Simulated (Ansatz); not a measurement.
This was printed by a script on Ansatz 0.2.0 through its Python package, for harmonic frequencies at the relaxed geometry of CH5FSSi, SMILES FCS[SiH3]. What did the script look like? Use (for the species named): Hartree-Fock, def2-SVP basis, multiplicity 1.

Input file `ch5fssi.xyz`:
```text
9

F    -1.63560    0.85680    0.36070
C    -0.43050    1.37940    0.52670
S     0.62360    0.08000    1.11180
Si    0.57600   -1.34860   -0.45230
H    -0.07070    1.78810   -0.43920
H    -0.47620    2.20420    1.26290
H     1.54180   -2.41930   -0.22780
H    -0.81810   -1.93560   -0.46810
H     0.77820   -0.65130   -1.69180
```

Running `python freq_ch5fssi.py` prints:
```text
pair        before    after (A)
F0-C1        1.3240   1.3513
C1-S2        1.7725   1.8135
C1-H4        1.1088   1.0872
C1-H5        1.1065   1.0869
S2-Si3       2.1189   2.1638
Si3-H6       1.4593   1.4767
Si3-H7       1.5127   1.4753
Si3-H8       1.4365   1.4797
frequencies (1/cm): 73 136 189 418 521 680 693 794 1005 1023 1041 1048 1190 1371 1483 1619 2343 2363 2370 3254 3333
imaginary modes: 0  zero-point energy: 1.6704 eV
T (K)   F_vib (eV)   S_vib (meV/K)   C_vib (meV/K)
 200.0      1.6400        0.3395          0.3639
 300.0      1.5970        0.5220          0.5497
 400.0      1.5356        0.7048          0.7262
 500.0      1.4561        0.8836          0.8772
 600.0      1.3591        1.0550          1.0031
```

One script that gives this output:

`freq_ch5fssi.py`
```python
"""Vibrations of CH5FSSi."""

import itertools

import ansatz as az
from ase.data import atomic_numbers, covalent_radii
import numpy as np

SETTINGS = {
    "basis_set": "def2-SVP",
    "functional": "hf",
}

geometry = az.Crystal.molecule_from_extxyz("ch5fssi.xyz")

calc = (
    geometry.calculation()
    .basis(gaussian=SETTINGS["basis_set"])
    .functional(SETTINGS["functional"])
)
symbols = [site.symbol for site in geometry.cartesian_sites]
start = np.array([site.position_ang for site in geometry.cartesian_sites], dtype=float)
r = calc.relax(force_tolerance=0.003, max_steps=100).run(threads=1, backend="cpu").report
end = np.array(r["positions_ang"])

# pairs closer than 1.2 times the sum of covalent radii, before or after
radius = [covalent_radii[atomic_numbers[s]] for s in symbols]
span = lambda where, i, j: np.linalg.norm(where[i] - where[j])
bonded = [(i, j) for i, j in itertools.combinations(range(len(symbols)), 2) if min(span(start, i, j), span(end, i, j)) < 1.2 * (radius[i] + radius[j])]
print("pair        before    after (A)")
for i, j in bonded:
    print(f"{symbols[i]}{i}-{symbols[j]}{j}".ljust(10), f"{span(start, i, j):8.4f} {span(end, i, j):8.4f}")

# same settings at the minimum
minimum = az.Crystal.molecule()
for symbol, place in zip(symbols, end):
    minimum = minimum.atom(symbol, place.tolist())
vibrating = minimum.calculation()
vibrating = vibrating.basis(gaussian=SETTINGS["basis_set"])
vibrating = vibrating.functional(SETTINGS["functional"])
vibrating = vibrating.phonons(temperatures=(200, 600, 100))
vib = vibrating.run(threads=1, backend="cpu").report["vibrations"]
sums = vib["harmonic_sums"]
modes = [m["omega_inv_cm"] for m in sums["modes_at_gamma"] if m["rigid_motion"] == "no"]
print("frequencies (1/cm):", " ".join(f"{w:.0f}" for w in modes))
print("imaginary modes:", sum(w < 0 for w in modes), " zero-point energy:", round(sums["zero_point_energy_ev"], 4), "eV")
print("T (K)   F_vib (eV)   S_vib (meV/K)   C_vib (meV/K)")
for row in zip(sums["temperatures_k"], sums["vibrational_free_energy_ev"], vib["entropy_ev_per_k"], vib["heat_capacity_ev_per_k"]):
    print(f"{row[0]:6.1f} {row[1]:11.4f} {1000 * row[2]:13.4f} {1000 * row[3]:15.4f}")
```

The frequencies are harmonic and unscaled, in a modest basis. The result belongs to the one conformer reached from this start, and soft torsions count as harmonic oscillators. It ran for 82 s on 1 thread of Arm Neoverse V2 (shared host), peak memory 0.24 GiB.

(A comment or docstring line of the script was reworded after the run, the code is as it ran; lines on the test bed's own set-up are left out of the output.)
